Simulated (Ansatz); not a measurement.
# FH9Si4: a dynamics run in two tries

Wanted: a short trajectory, and a check that the input is sound. SMILES of the start: F[Si]([SiH3])([SiH3])[SiH3].

All numbers below are computed with Ansatz 0.2.0 (RKS PBE/STO-3G).

## 1. The system as given

Bond lengths: Si1–F2 1.677 Å, Si1–Si3 2.283 Å, Si3–H4 1.456 Å, Si3–H5 1.456 Å, Si3–H6 1.456 Å, Si1–Si7 2.283 Å, Si7–H8 1.456 Å, Si7–H9 1.456 Å, Si7–H10 1.456 Å, Si1–Si11 2.283 Å, Si11–H12 1.457 Å, Si11–H13 1.457 Å, Si11–H14 1.457 Å. Angles (14 of 24 angles, heavy atoms first): F2–Si1–Si3 109.3°, F2–Si1–Si7 109.3°, F2–Si1–Si11 109.3°, Si3–Si1–Si7 109.6°, Si3–Si1–Si11 109.6°, Si7–Si1–Si11 109.6°, Si1–Si3–H4 112.0°, Si1–Si3–H5 110.3°, Si1–Si3–H6 112.1°, Si1–Si7–H8 112.1°, Si1–Si7–H9 112.1°, Si1–Si7–H10 110.2°, Si1–Si11–H12 112.0°, Si1–Si11–H13 110.3°.

As a file:

```xyz
14

Si    0.0098   -0.0732    0.0196
F     0.0318   -0.2622    1.6856
Si    2.1536    0.0541   -0.7544
H     2.9317   -1.1251   -0.4019
H     2.1605    0.1605   -2.2068
H     2.8580    1.2159   -0.2306
Si   -1.1112    1.8441   -0.5075
H    -2.5063    1.7955   -0.0933
H    -0.5110    3.0166    0.1133
H    -1.0932    2.0584   -1.9480
Si   -1.0438   -1.8619   -0.9303
H    -2.3673   -2.0806   -0.3615
H    -1.2162   -1.6461   -2.3612
H    -0.2870   -3.0959   -0.7654
```

## 2. The run

Contents of input.yaml:

```yaml
crystal:
  periodic: [false, false, false]
  atoms:
    - { symbol: Si, position_ang: [0.009827, -0.07323, 0.019611] }
    - { symbol: F, position_ang: [0.031805, -0.262224, 1.685612] }
    - { symbol: Si, position_ang: [2.153591, 0.054111, -0.754362] }
    - { symbol: H, position_ang: [2.931737, -1.125139, -0.401938] }
    - { symbol: H, position_ang: [2.160466, 0.160534, -2.206832] }
    - { symbol: H, position_ang: [2.858029, 1.215907, -0.230618] }
    - { symbol: Si, position_ang: [-1.111192, 1.844139, -0.507544] }
    - { symbol: H, position_ang: [-2.506319, 1.795497, -0.093274] }
    - { symbol: H, position_ang: [-0.511002, 3.016613, 0.113312] }
    - { symbol: H, position_ang: [-1.093213, 2.058365, -1.947967] }
    - { symbol: Si, position_ang: [-1.043837, -1.861852, -0.930336] }
    - { symbol: H, position_ang: [-2.36733, -2.080591, -0.361536] }
    - { symbol: H, position_ang: [-1.216193, -1.646123, -2.361235] }
    - { symbol: H, position_ang: [-0.286969, -3.095908, -0.765395] }
basis:
  gaussian: { orbitals: STO-3G }
hamiltonian:
  xc: pbe
md:
  timestep: 0.25
  n_steps: 25
  ensemble: nve
  temperature: 300.0
  initial_velocities: maxwell_boltzmann
  seed: 944448
  friction: 0.01
```

The run is started by

```bash
$ ansatz run input.yaml --threads 1 --pin off --max-ram 2048MiB --backend cpu --events-out ev --progress --plain --runs-dir out
```

Q: Predict the outcome of this session. Wanted: first try.

As calculated:

```
 quantity                                                                           value
first try                                                                         refused
    cause  friction belongs to the Langevin ensembles, and this run is at constant energy
```

**Reading.** The fault in the first input was caught at the input check and cost nothing.
